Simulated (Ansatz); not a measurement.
The system is Mn3Si.

```xyz
4
Lattice="2.7912 0.0000 0.0000 0.0000 2.7912 0.0000 0.0000 0.0000 5.6843" Properties=species:S:1:pos:R:3 pbc="T T T"
Mn    1.3956    1.3956    0.0000
Mn    0.0000    0.0000    1.4407
Mn    0.0000    0.0000    4.2436
Si    1.3956    1.3956    2.8422
```

Measurements of this composition are mostly on another form, of space group No. 225.

- Program: Ansatz 0.2.0
- Task: single point
- Functional: PBEsol
- Potentials or basis: all-electron LAPW, scalar-relativistic
- Cutoff: 315 eV (chosen from the basis error)
- Basis error allowed: 0.001 eV/atom
- k mesh: 10 × 10 × 5
- Occupations: fermi-dirac, width 0.05 eV
- Spin: collinear spin, ferromagnetic start
- Starting moments: [4.0, 4.0, 4.0, 0.0] μB

On this cell: pressure -10.6 GPa; largest force 0.104 eV/Å; net moment 1.12 μB per cell; site moments Mn +1.73, -0.32; Si +0.03 μB; band gap on the k mesh none (metal or under the smearing width).

The same run follows on a disturbed copy (atoms moved at random, drawn with an rms of 0.05 Å):

```xyz
4
Lattice="2.7912 0.0000 0.0000 0.0000 2.7912 0.0000 0.0000 0.0000 5.6843" Properties=species:S:1:pos:R:3 pbc="T T T"
Mn    1.3963    1.3766   -0.0058
Mn    0.0603    0.0128    1.4475
Mn   -0.0235   -0.0301    4.2904
Si    1.4254    1.3422    2.9043
```

What changes?

The energy (extrapolated to zero smearing) moves by +12.2 meV/atom; pressure -10.3 GPa; largest force 0.575 eV/Å; net moment 1.12 μB per cell; site moments Mn +1.65, -0.39, -0.18; Si +0.03 μB; band gap on the k mesh none (metal or under the smearing width).

Forces on the atoms (eV/Å):
```
Mn   0.094  0.015  0.484
Mn  -0.377 -0.352  0.208
Mn   0.427  0.010 -0.241
Si  -0.143  0.327 -0.451
```

Stress tensor (GPa, compression positive):
```
-10.57   0.03  -0.08
  0.03 -10.56  -0.29
 -0.08  -0.29  -9.87
```

Caveats: the starting moments weren't kept.
